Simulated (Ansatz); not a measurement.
InS (charge +1), a search for lower mean-field states

Computed with the Python package of Ansatz (0.2.0).

`states.py`:
```python
# -*- coding: utf-8 -*-
'''Restricted and unrestricted solutions of InS(+), stretched and not.'''

import ansatz as az
import numpy as np

GEOMETRY = '''
In    0.00000    0.00000    0.00000
S     0.00000    0.00000    2.47500
'''

ins = az.Crystal.molecule()
for line in GEOMETRY.strip().splitlines():
    symbol, *xyz = line.split()
    ins = ins.atom(symbol, [float(v) for v in xyz])
symbols = [site.symbol for site in ins.cartesian_sites]

start = np.array([site.position_ang for site in ins.cartesian_sites])
for factor in [1.0, 1.3]:
    xyz = (start - start.mean(axis=0)) * factor
    scaled = az.Crystal.molecule()
    for symbol, place in zip(symbols, xyz):
        scaled = scaled.atom(symbol, place.tolist())
    setup = (
        scaled.calculation()
        .basis(gaussian='def2-SVP')
        .functional('HF')
        .charge(1)
        .spin('collinear', total=2)
    )
    for search in ('off', 'standard'):
        try:
            r = setup.scf(lower_state_search=search).run(threads=1, pin='off').report
        except az.AnsatzError as error:
            print(f'x{factor} search {search}: {type(error).__name__}')
            continue
        state = r['mean_field']['state']
        print(f'all distances x{factor}, search {search:8s} E = {r["free_energy_ev"]:.5f} eV  <S^2> = {abs(state["spin_squared"]):.3f}  other states met: {len(r["mean_field"]["others"])}')
```

```console
$ python states.py
all distances x1.0, search off      E = -15955.90551 eV  <S^2> = 2.060  other states met: 0
all distances x1.0, search standard E = -15955.90551 eV  <S^2> = 2.060  other states met: 4
all distances x1.3, search off      E = -15956.23255 eV  <S^2> = 2.018  other states met: 0
all distances x1.3, search standard E = -15956.61333 eV  <S^2> = 2.011  other states met: 5
```

What to keep in mind:
- Total energies depend on the basis set; only differences at equal settings carry meaning.
- The count of other states can hold repeated and symmetry-equivalent ends of the search; scaling all distances is a test, and for more than two atoms no physical path.
- def2 sets replace the cores of elements past krypton by effective core potentials.
- The species is open-shell (spin multiplicity 3).
- The spin state was assumed, and another may lie lower.
- Finished in 2.8 s on 1 thread of Intel(R) Xeon(R) 6975P-C (Granite Rapids) (shared host), peak memory 0.18 GiB.

(A comment or docstring line of the script was reworded after the run, the code is as it ran; lines on the test bed's own set-up are left out of the output.)
